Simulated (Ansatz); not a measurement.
Consider an atomisation energy of CH6GeTe, SMILES C[Te][GeH3] (the Ansatz DFT code, driven from Python).

Script `ch6gete.py`:
```python
'''Energy to split CH6GeTe into its atoms.'''

from collections import Counter

import ansatz as az


def energy(molecule, charge=0, unpaired=0):
    calc = molecule.calculation().basis(gaussian='def2-TZVP').correlation('MP2')
    if charge:
        calc = calc.charge(charge)
    if unpaired:
        calc = calc.spin('collinear', total=unpaired)
    report = calc.run(threads=1, backend='cpu').report
    if report['published_state_doubts']:
        print('  doubts:', report['published_state_doubts'])
    return report['free_energy_ev']


def main() -> None:
    system = (
        az.Crystal.molecule()
        .atom('C', [-0.7275, 1.1148, -0.9484])
        .atom('Te', [1.2971, 0.6414, -0.8572])
        .atom('Ge', [0.75, -1.1329, 0.8999])
        .atom('H', [-1.2893, 0.2821, -1.275])
        .atom('H', [-0.9154, 1.9664, -1.7182])
        .atom('H', [-1.1234, 1.5185, 0.0348])
        .atom('H', [2.122, -1.8393, 1.3424])
        .atom('H', [-0.1629, -2.1582, 0.3151])
        .atom('H', [0.1379, -0.4392, 2.1894])
    )

    # Hund ground states
    unpaired = {'C': 2, 'Te': 2, 'Ge': 2, 'H': 1}
    counts = Counter(site.symbol for site in system.cartesian_sites)
    atom_energy = {s: energy(az.Crystal.molecule().atom(s, (0, 0, 0)), 0, unpaired[s]) for s in counts}
    whole = energy(system, 0, 0)
    for s, e in atom_energy.items():
        print(f'{s:2s} x{counts[s]}  {e:14.5f} eV')
    print(f'CH6GeTe: {whole:.5f} eV')
    split = sum(counts[s] * e for s, e in atom_energy.items()) - whole
    print(f'atomisation energy (no zero-point term): {96.485332 * split:.1f} kJ/mol, {split / sum(counts.values()):.3f} eV an atom')


if __name__ == '__main__':
    main()
```

What does it cost to take this molecule apart into atoms?

2526.6 kJ/mol from the electronic energies, without the zero-point term.

What the script printed:

```console
$ python ch6gete.py
C  x1     -1027.46354 eV
Te x1     -7276.75268 eV
Ge x1    -56477.31752 eV
H  x6       -13.60052 eV
CH6GeTe: -64889.32323 eV
atomisation energy (no zero-point term): 2526.6 kJ/mol, 2.910 eV an atom
```

Total energies depend on the basis set; only differences at equal settings carry meaning. The geometry is a force-field or estimated start, not a minimum of this method, and the basis set is short of its limit. All parts are taken at fixed geometry, without zero-point energy. def2 sets replace the cores of elements past krypton by effective core potentials. The spin-orbit lowering of heavy atoms is left out. It ran for 11 s on 1 thread of Intel(R) Xeon(R) Platinum 8488C (Sapphire Rapids), on a shared host, peak memory 0.43 GiB.

(Lines on the test bed's own set-up are left out of the output.)
